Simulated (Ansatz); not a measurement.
# SiGeH₂+ (doublet): wave-function methods side by side, cc-pVDZ

Aim: climb from Hartree-Fock through coupled cluster and multireference methods for SiGeH₂+ (doublet) at one geometry and basis, and see what each rung misses.

Program: Ansatz 0.2.0, Gaussian basis. Level of theory: cc-pVDZ, core rule «outside noble gas», up to 19 orbitals frozen. These are calculated values, not measurements.

To be run: UHF; CCSD(T) on ROHF; CCSD(T) on UHF; BCCD(T) on ROHF; CISD; CCSDT(Q) on ROHF; CCSDT(Q) on UHF; CASSCF and MRCISD+Q, 9 electrons in 10 orbitals; CASSCF and NEVPT4(SD), 9 electrons in 10 orbitals; CASSCF and NEVPT2, 9 electrons in 10 orbitals.

15 further runs of the same task are left out: 3 that didn't finish, 12 set aside as unsound or not needed.

### 1 What is computed

The geometry is a PBE0/def2-TZVP stationary point (not a proven minimum) of the parent state, kept for this charge and spin. No spin-orbit coupling is included. The filled d shell of Ge may be among the frozen orbitals whatever the setting's name suggests; the logs give the count.

4 atoms, charge 1, spin multiplicity 2.

Atoms are counted from 1 here; the program's logs count them from 0.

Bond lengths: Si1–Ge2 2.255 Å, Si1–H3 1.488 Å, Si1–H4 1.488 Å. Angles: Ge2–Si1–H3 124.1°, Ge2–Si1–H4 124.1°, H3–Si1–H4 111.9°.

### 2 UHF

in.yaml reads:

```yaml
crystal:
  periodic: [false, false, false]
  atoms:
    - {symbol: Si, position_ang: [0.000000, 0.000000, 1.577849]}
    - {symbol: Ge, position_ang: [0.000000, 0.000000, -0.676984]}
    - {symbol: H, position_ang: [0.000000, 1.233043, 2.411565]}
    - {symbol: H, position_ang: [0.000000, -1.233043, 2.411565]}
basis:
  gaussian: {orbitals: cc-pVDZ}
total_charge: 1
magnetization: {spin_polarized: true, initial_magnetization: 1}
hamiltonian: {xc: hf}
output: {orbitals: {seedname: orbitals}}
```

Command:

```sh
$ ansatz run in.yaml --threads 1 --pin off --events-out ev --progress --plain --max-ram 2393MiB
```

Further steps of the session: CCSD(T) on ROHF; CCSD(T) on UHF; BCCD(T) on ROHF; CISD; CCSDT(Q) on ROHF; CCSDT(Q) on UHF; CASSCF and MRCISD+Q, 9 electrons in 10 orbitals; CASSCF and NEVPT4(SD), 9 electrons in 10 orbitals; CASSCF and NEVPT2, 9 electrons in 10 orbitals.

Q: Predict the results of all the runs planned. Wanted: UCCSDT(Q) below the RHF energy; RMP2 from UCCSDT(Q); UMP2 from UCCSDT(Q); RCCSD from UCCSDT(Q); RCCSD(T) from UCCSDT(Q); UCCSD(T) from UCCSDT(Q); RCCSDT(Q) from UCCSDT(Q); NEVPT2 valence from UCCSDT(Q); NEVPT4(SD) valence from UCCSDT(Q).

As calculated:

| quantity | value |
| --- | --- |
| UCCSDT(Q) below the RHF energy | -4.8622 eV |
| RMP2 from UCCSDT(Q) | +1196.6 meV |
| UMP2 from UCCSDT(Q) | +1201.9 meV |
| RCCSD from UCCSDT(Q) | +181.1 meV |
| RCCSD(T) from UCCSDT(Q) | +42.4 meV |
| UCCSD(T) from UCCSDT(Q) | +41.5 meV |
| RCCSDT(Q) from UCCSDT(Q) | +1.2 meV |
| NEVPT2 valence from UCCSDT(Q) | +793.0 meV |
| NEVPT4(SD) valence from UCCSDT(Q) | +120.9 meV |
| MRCISD+Q valence from UCCSDT(Q) | +22.6 meV |
| levels within 1 kcal/mol (43 meV) | RCCSD(T), UCCSD(T), BCCD(T), RCCSDT, UCCSDT, RCCSDT(Q), MRCISD+Q valence |
| T1 diagnostic | 0.021 |
| effectively unpaired electrons | 1.06 |

What this shows: RCCSD(T) lands +42.4 meV from the yardstick (0.9 % of the correlation energy). One determinant dominates. Of the multireference levels listed MRCISD+Q valence comes nearest in total energy (+22.6 meV), which doesn't show that its space is the better one. These misses are within one basis, not against nature; the frozen cores of restricted and unrestricted runs differ, which can shift their rows.
